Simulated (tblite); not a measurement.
# C6H11NOSi: the cost of one run

The runs use tblite 0.8.0 and PySCF 2.14.0, with density-fitted response routines of our own; the level of theory stands in each step. All values are computed, except where a source is named. Atoms are numbered from 0 throughout.

## 1. The starting structure

20 atoms, charge 0, multiplicity 1; geometry from: force field or distance geometry start.

Bonds of the start (Å): C0–C1 1.49, C1–C2 1.47, C2–C3 1.49, C3–N4 1.44, C3–O5 1.28, C1–C6 1.34, C6–C7 1.51, C7–Si8 1.86, Si8–C6 1.86, C0–H9 1.14, C0–H10 1.08, C0–H11 1.11, C2–H12 1.12, C2–H13 1.11, N4–H14 1.07, N4–H15 1.05, C7–H16 1.11, C7–H17 1.13, Si8–H18 1.46, Si8–H19 1.46.

## 2. Relaxing the molecule with GFN2-xTB

The job: settings as JSON, then the geometry in Å.

```
{"job": {"kind": "relax", "xc": "GFN2-xTB", "basis": "xTB"}, "charge": 0, "multiplicity": 1}
C     -0.558500    -0.269700     1.648200
C      0.000300    -0.409900     0.269700
C     -0.851900    -1.044300    -0.744100
C     -2.123600    -0.328800    -1.021800
N     -2.492100     0.868900    -0.321600
O     -2.898300    -0.851100    -1.896400
C      1.242700     0.010100     0.017000
C      2.297200     0.133900    -1.052700
Si     2.830600     0.793400     0.602600
H     -1.647000    -0.597300     1.691000
H     -0.031900    -0.823800     2.416800
H     -0.573700     0.810100     1.925000
H     -0.315700    -1.048500    -1.723000
H     -1.070800    -2.091800    -0.459100
H     -1.925700     1.743500    -0.570500
H     -3.272200     0.905600     0.379400
H      2.091300     0.888500    -1.843100
H      2.663500    -0.882300    -1.374600
H      2.794000     2.239500     0.787000
H      3.836500    -0.035400     1.267100
```

Started as:

```sh
$ OMP_NUM_THREADS=1 python probes_run.py task.json out
```

The driver reads the jobs from task.json and runs them one after another.

Q: Estimate the wall time and peak memory of this first job on 1 thread of Arm Neoverse N1, shared host.

About 1.6 s, with a peak of 0.18 GiB.
